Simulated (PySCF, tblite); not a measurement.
**C5H5N2Si radical: geometry, infrared bands and EPR parameters**

Wanted: the infrared bands and EPR parameters of C5H5N2Si radical (`C#C[SiH][C@H](C#N)N=C`), by calculation.

Computed with tblite 0.8.0 and PySCF 2.14.0, with density-fitted response routines of our own, on a single molecule in the gas phase. Atoms are numbered from 0 throughout.

## (1) The molecule as given

13 atoms, charge 0, multiplicity 2; geometry from: force field or distance geometry start.

Bonds of the start (Å): C0–C1 1.23, C1–Si2 1.82, Si2–C3 1.88, C3–C4 1.45, C4–N5 1.15, C3–N6 1.43, N6–C7 1.28, C0–H8 1.06, Si2–H9 1.46, C3–H10 1.13, C7–H11 1.10, C7–H12 1.09.

## (2) Relaxing the molecule with GFN2-xTB

The job: settings as JSON, then the geometry in Å.

```
{"job": {"kind": "relax", "xc": "GFN2-xTB", "basis": "xTB"}, "charge": 0, "multiplicity": 2}
C      2.691300     0.601500    -0.302700
C      1.745600     0.002900     0.204300
Si     0.355900    -0.884800     0.969100
C     -1.124500    -0.755300    -0.190400
C     -0.612900    -0.978900    -1.532700
N     -0.220500    -1.142600    -2.601700
N     -1.646600     0.571000    -0.152400
C     -1.237100     1.487700     0.638400
H      3.492800     1.121700    -0.760700
H      0.659500    -2.307900     1.112300
H     -1.908600    -1.514800     0.092600
H     -1.747000     2.452600     0.543500
H     -0.452300     1.347500     1.378900
```

On the command line:

```console
$ OMP_NUM_THREADS=1 python probes_run.py task.json out
```

This one command runs all jobs of the session in turn.

**Question.** This job is followed by: GFN2-xTB harmonic vibrations, gas phase; UKS B3LYP, pcH-1 on C H N Si, non-relativistic, mean-field spin-orbit, GIAO. What will the session give for the following? strongest single infrared mode (GFN2-xTB); zero-point energy (GFN2-xTB); g(iso) (B3LYP); ⟨S²⟩; largest a(iso); surface potential, 1st and 99th percentile.

**Answer**, as computed:

| quantity | value |
| --- | --- |
| strongest single infrared mode (GFN2-xTB) | 2311 cm⁻¹, 305 km/mol |
| zero-point energy (GFN2-xTB) | 51.0 kcal/mol |
| g(iso) (B3LYP) | 2.00258 |
| ⟨S²⟩ | 0.755 (exact 0.75) |
| largest a(iso) | 29Si on Si2, -531.0 MHz |
| surface potential, 1st and 99th percentile | -1.68 V and 1.78 V |

In words: The optimisation took 176 steps and gained 0.460 eV; among the close pairs (by a distance rule), Si2–C3 changed most, from 1.885 to 1.944 Å. All 33 modes are real, so the xTB geometry is a minimum. The strongest single mode, at 2311 cm⁻¹, moves mainly H9. Unscaled tight-binding wavenumbers are off by several per cent, some by more. Its intensities can rank the bands wrongly. Most of the unpaired spin sits on Si2 (0.89 e). The isotropic g lies 0.3 ppt above the free-electron value.
